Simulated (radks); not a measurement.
**Cl⁻ held by a Watson sphere**

Aim: the size and levels of Cl⁻ inside a shell of charge +1 and radius R, which stands for the Madelung well of a crystal, for several R.

The numbers are computed with radks (a radial shooting solver on a logarithmic mesh, Libxc functionals) version 1 (non-relativistic Kohn-Sham, LB94 model potential, spin-polarised, spherical densities, point nucleus), except any that are marked as measured or tabulated.

**1. What is computed**

```
element       : chlorine (Z = 17)
charge        : -1
electrons     : 18
configuration : [Ar]
```

The outer shells:

Cl⁻
```
[Ne] core
3s [↑↓]
3p [↑↓][↑↓][↑↓]
```

LB94 adds a gradient term to the LDA potential that gives it a −1/r tail. It is a model potential with no energy functional, so Etot and Exc are not given.

**2. R = 2.28 bohr**

Settings of this run:

```text
Z 17
configuration [Ar]
relativity non-relativistic
functional lda,pw
model_potential LB94
spin polarised
nucleus point
watson charge 1 radius 2.28 bohr
response adiabatic LDA kernel
```

**3. R = 2.62 bohr**

Settings, as their differences from step 2:

```diff
@@ -7,3 +7,3 @@
 nucleus point
-watson charge 1 radius 2.28 bohr
+watson charge 1 radius 2.62 bohr
 response adiabatic LDA kernel
```

**4. R = 2.86 bohr**

Settings, as their differences from step 3:

```diff
@@ -7,3 +7,3 @@
 nucleus point
-watson charge 1 radius 2.62 bohr
+watson charge 1 radius 2.86 bohr
 response adiabatic LDA kernel
```

**5. R = 3.04 bohr**

Settings, as their differences from step 4:

```diff
@@ -7,3 +7,3 @@
 nucleus point
-watson charge 1 radius 2.86 bohr
+watson charge 1 radius 3.04 bohr
 response adiabatic LDA kernel
```

**6. R = 3.27 bohr**

Settings, as their differences from step 5:

```diff
@@ -7,3 +7,3 @@
 nucleus point
-watson charge 1 radius 3.04 bohr
+watson charge 1 radius 3.27 bohr
 response adiabatic LDA kernel
```

**7. R = 3.43 bohr**

Settings, as their differences from step 6:

```diff
@@ -7,3 +7,3 @@
 nucleus point
-watson charge 1 radius 3.27 bohr
+watson charge 1 radius 3.43 bohr
 response adiabatic LDA kernel
```

**8. R = 4.01 bohr**

Settings, as their differences from step 7:

```diff
@@ -7,3 +7,3 @@
 nucleus point
-watson charge 1 radius 3.43 bohr
+watson charge 1 radius 4.01 bohr
 response adiabatic LDA kernel
```

**9. R = 4.23 bohr**

Settings, as their differences from step 8:

```diff
@@ -7,3 +7,3 @@
 nucleus point
-watson charge 1 radius 4.01 bohr
+watson charge 1 radius 4.23 bohr
 response adiabatic LDA kernel
```

**10. R = 4.37 bohr**

Settings, as their differences from step 9:

```diff
@@ -7,3 +7,3 @@
 nucleus point
-watson charge 1 radius 4.23 bohr
+watson charge 1 radius 4.37 bohr
 response adiabatic LDA kernel
```

Before running it: what results should come out? Wanted: for each run, R; highest level; its <r>; sum of <r²>; α.

**Answer**, as computed:

```
R (bohr)  highest level (eV)  its <r> (bohr)  sum of <r²> (bohr²)  α (bohr³)
    2.28             -13.388           1.900                33.59      18.71
    2.62             -12.727           1.930                34.62      20.69
    2.86             -12.274           1.947                35.22      22.07
    3.04             -11.947           1.958                35.61      23.07
    3.27             -11.549           1.970                36.04      24.30
    3.43             -11.285           1.976                36.29      25.10
    4.01             -10.424           1.994                37.00      27.64
    4.23             -10.135           1.998                37.19      28.44
    4.37              -9.961           2.001                37.29      28.90
```

What this shows: From R = 2.28 to 4.37 bohr the top level moves from -13.388 to -9.961 eV and its mean radius from 1.90 to 2.00 bohr. A wider sphere makes a shallower well, so the ion swells. The polarisability goes from 18.7 to 28.9 bohr³. Response by self-consistent Sternheimer equations with the Hartree and adiabatic LDA kernel. The sphere does not respond.
